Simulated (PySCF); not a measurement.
# C3H4BCl2N: the cost of one run

Programs: PySCF 2.14.0, with density-fitted response routines of our own. Each step states its level of theory. These are calculated values for one molecule in the gas phase, unless marked as measured. Atoms count from 0, in the outputs and in this text.

**1. Starting geometry**

11 atoms, charge 0, multiplicity 1; geometry from: GFN2-xTB. The atoms were then displaced at random by about 0.01 Å, so the start is not that level's minimum.

Bonds of the start (Å): C0–C1 1.35, C1–C2 1.46, C2–N3 1.28, C2–B4 1.61, B4–Cl5 1.70, B4–Cl6 1.72, C0–H7 1.07, C0–H8 1.05, C1–H9 1.08, N3–H10 1.05.

**2. Geometry optimisation at PBE0-D3(BJ)/def2-SVP**

The job: settings as JSON, then the geometry in Å.

```
{"job": {"xc": "PBE0", "basis": "def2-SVP", "d3": "d3bj", "grid": 1, "shake": 0.01, "kind": "geom"}, "charge": 0, "multiplicity": 1}
C     -1.152500    -1.016990     0.756900
C     -1.022400     0.097680     0.014630
C      0.265150     0.618290    -0.436050
N      0.448750     1.678910    -1.126210
B      1.619170    -0.168810    -0.050010
Cl     2.093080    -1.534280    -0.940310
Cl     2.602860     0.385540     1.252000
H     -2.131310    -1.329600     1.053990
H     -0.333130    -1.577970     1.092830
H     -1.879760     0.681970    -0.284500
H     -0.471800     2.139430    -1.348930
```

On the command line:

```console
> OMP_NUM_THREADS=1 python probes_run.py task.json out
```

The driver reads the jobs from task.json and runs them one after another.

**Question.** How long does this first job take on 1 thread of AMD EPYC 9R45, shared host, and how much memory does it need?

About 49 s, with a peak of 0.54 GiB.
